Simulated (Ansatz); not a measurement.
# GdTl3: the cost of one run

Method: DFT PBEsol, with the methods named in each step, in Ansatz 0.2.0.

## (1) The system as given

The structure is cubic, space group Pm-3m (No. 221). The conventional cell has a = 4.690 Å, b = 4.690 Å, c = 4.690 Å, α = 90.00°, β = 90.00°, γ = 90.00°. Around Gd (site symmetry m-3m) lie 12 Tl at 3.32 Å. Around Tl (site symmetry 4/mmm) lie 4 Gd at 3.32 Å and 8 Tl at 3.32 Å.

Coordinates:

```cif
data_structure
_symmetry_space_group_name_H-M 'Pm-3m'
_symmetry_Int_Tables_number 221
_cell_length_a 4.6900
_cell_length_b 4.6900
_cell_length_c 4.6900
_cell_angle_alpha 90.000
_cell_angle_beta 90.000
_cell_angle_gamma 90.000
_cell_volume 103.16
loop_
_atom_site_label
_atom_site_type_symbol
_atom_site_symmetry_multiplicity
_atom_site_Wyckoff_symbol
_atom_site_fract_x
_atom_site_fract_y
_atom_site_fract_z
_atom_site_occupancy
Gd1 Gd 1 a 0.00000 0.00000 0.00000 1
Tl1 Tl 3 c 0.00000 0.50000 0.50000 1
```

The file gives the conventional cell by its symmetry; the runs use the cell typed in the input.

Atoms are numbered in the order of the input: Gd1, Tl2, Tl3, Tl4.

## (2) Free moments, LAPW

The input, input.yaml:

```yaml
crystal:
  lattice:
    - [4.69, 0.0, 0.0]
    - [0.0, 4.69, 0.0]
    - [0.0, 0.0, 4.69]
  atoms:
    - { symbol: Gd, position: [0.0, 0.0, 0.0], spin: 7.0 }
    - { symbol: Tl, position: [0.0, 0.5, 0.5] }
    - { symbol: Tl, position: [0.5, 0.0, 0.5] }
    - { symbol: Tl, position: [0.5, 0.5, 0.0] }
magnetization:
  spin_polarized: true
kpoints:
  mp_grid: { grid: [6, 6, 6] }
scf:
  occupations: { method: fermi_dirac, width: 0.05 }
hamiltonian:
  xc: pbesol
  pseudopotentials: { kind: all_electron, lapw: { basis_error: 0.001 } }
output:
  forces: true
  stress: true
  eigenvalues: false
  populations: true
  dos: { projected: true, de: 0.1, e_range: [-8, 5] }
```

Command:

```sh
$ ansatz run input.yaml --threads 2 --pin off --max-ram 6144MiB --backend cpu --events-out ev --progress --plain --runs-dir out
```

Q: Estimate wall time and peak memory on 2 threads of Arm Neoverse V2, shared host.

About 50 s, with a peak of 0.78 GiB.
